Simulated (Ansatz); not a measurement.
**CH6OSiZn: ladder of methods at one geometry from a Python script**

How do the methods compare on CH6OSiZn, in result and in cost? Wanted for CH6OSiZn: a ladder of methods at one geometry. SMILES: [SiH3]C[O][ZnH].

Program: Ansatz 0.2.0 through its Python package. The levels of theory stand in the script. These are calculated values, not measurements.

### 1 Starting point

Bond lengths: Si1–C2 1.804 Å, C2–O3 1.385 Å, O3–Zn4 2.073 Å, Si1–H5 1.507 Å, Si1–H6 1.518 Å, Si1–H7 1.490 Å, C2–H8 1.139 Å, C2–H9 1.110 Å, Zn4–H10 1.406 Å. Angles: Si1–C2–O3 108.0°, Si1–C2–H8 108.9°, Si1–C2–H9 110.6°, O3–C2–H8 109.3°, O3–C2–H9 111.1°, H8–C2–H9 108.9°, C2–Si1–H5 111.4°, C2–Si1–H6 111.2°, C2–Si1–H7 112.1°, H5–Si1–H6 106.7°, H5–Si1–H7 108.4°, H6–Si1–H7 106.9°, C2–O3–Zn4 100.6°, O3–Zn4–H10 125.2°.

No structure file is read: the coordinates are typed or built in the script.

### 2 The code

File methods.py:

```python
"""CH6OSiZn at several levels of theory."""

import ansatz as az

BASIS_SET = "def2-SVP"

geometry_ang = [
    ("Si", (-0.9732, 0.5251, -0.2044)),
    ("C", (-0.1003, -0.8413, 0.5859)),
    ("O", (0.6259, -1.5055, -0.389)),
    ("Zn", (1.9113, 0.0006, -1.0016)),
    ("H", (-1.9136, 0.0319, -1.2737)),
    ("H", (-1.8163, 1.2906, 0.7992)),
    ("H", (-0.0358, 1.5068, -0.8196)),
    ("H", (0.6147, -0.4209, 1.3661)),
    ("H", (-0.8172, -1.5263, 1.0859)),
    ("H", (2.5875, 0.8879, -0.1459)),
]
geometry = az.Crystal.molecule()
for symbol, xyz in geometry_ang:
    geometry = geometry.atom(symbol, xyz)

setup = geometry.calculation().basis(gaussian=BASIS_SET)

methods = ["mp2", "ccsd", "ccsd_t"]
reports = [setup.correlation(m).run(threads=1, pin="off").report for m in methods]
print(f"Hartree-Fock reference {reports[0]['reference_energy_ev'] / 27.211386246:.6f} Ha")
best = reports[-1]["free_energy_ev"] - reports[-1]["reference_energy_ev"]
for method, each in zip(methods, reports):
    gained = each["free_energy_ev"] - each["reference_energy_ev"]
    print(f"{method:8s} total {each['free_energy_ev'] / 27.211386246:.6f} Ha  correlation {gained:9.4f} eV  ({100 * gained / best:.1f} % of the last)")
```

### 3 The input behind the calls

The package turns the script's settings into the engine's input (first run):

```yaml
crystal:
  periodic: [false, false, false]
  atoms:
    - { symbol: Si, position_ang: [-0.9732, 0.5251, -0.2044] }
    - { symbol: C, position_ang: [-0.1003, -0.8413, 0.5859] }
    - { symbol: O, position_ang: [0.6259, -1.5055, -0.389] }
    - { symbol: Zn, position_ang: [1.9113, 0.0006, -1.0016] }
    - { symbol: H, position_ang: [-1.9136, 0.0319, -1.2737] }
    - { symbol: H, position_ang: [-1.8163, 1.2906, 0.7992] }
    - { symbol: H, position_ang: [-0.0358, 1.5068, -0.8196] }
    - { symbol: H, position_ang: [0.6147, -0.4209, 1.3661] }
    - { symbol: H, position_ang: [-0.8172, -1.5263, 1.0859] }
    - { symbol: H, position_ang: [2.5875, 0.8879, -0.1459] }
basis:
  gaussian:
    orbitals: def2-SVP
correlation:
  method: mp2
```

### 4 The run

The run is started by

```
> python methods.py
```

The program printed:

```text
Hartree-Fock reference -2182.443335 Ha
mp2      total -2183.258579 Ha  correlation  -22.1839 eV  (95.2 % of the last)
ccsd     total -2183.274810 Ha  correlation  -22.6256 eV  (97.1 % of the last)
ccsd_t   total -2183.299299 Ha  correlation  -23.2920 eV  (100.0 % of the last)
```

Wall time 45 s (1 thread of Arm Neoverse V2, shared host); peak memory 0.59 GiB.

### 5 What changed from run to run

The engine's inputs for the other runs:

Run 2, against run 1:

```diff
@@ -18 +18 @@
-  method: mp2
+  method: ccsd
```

Run 3, against run 1:

```diff
@@ -18 +18 @@
-  method: mp2
+  method: ccsd_t
```

Lines on the test bed's own set-up are left out of the output.

### 6 The engine's runs

From the records of these 3 runs:

| run | method | energy (eV) | iterations in all | CPU time (s) |
| --- | --- | --- | --- | --- |
| 1 | mp2 | -59409.4925 | 15 | 2 |
| 2 | ccsd | -59409.9341 | 23 | 15 |
| 3 | ccsd_t | -59410.6005 | 23 | 27 |

Correlation energies (total less mean field):

| method | correlation (eV) | share of the last | miss against the last (eV) | CPU time (s) |
| --- | --- | --- | --- | --- |
| mp2 | -22.184 | 95.2 % | +1.108 | 2 |
| ccsd | -22.626 | 97.1 % | +0.666 | 15 |
| ccsd_t | -23.292 | 100.0 % | +0.000 | 27 |

### 7 Results

| quantity | value |
| --- | --- |
| runs compared | 3 |
| correlation energy, last run | -23.292 eV |

In words: mp2 catches 95 % of the correlation energy of ccsd_t. The dearest, run 3 (ccsd_t), took some 14 times as long as run 1 (mp2). Reading the output:
- The geometry is a force-field or estimated start, not a minimum of this method, and the basis set is short of its limit. A lower total doesn't mark the better method: functionals have no common bound, and MP2 and coupled cluster aren't variational.
- Inner cores stay frozen, so this is valence correlation.
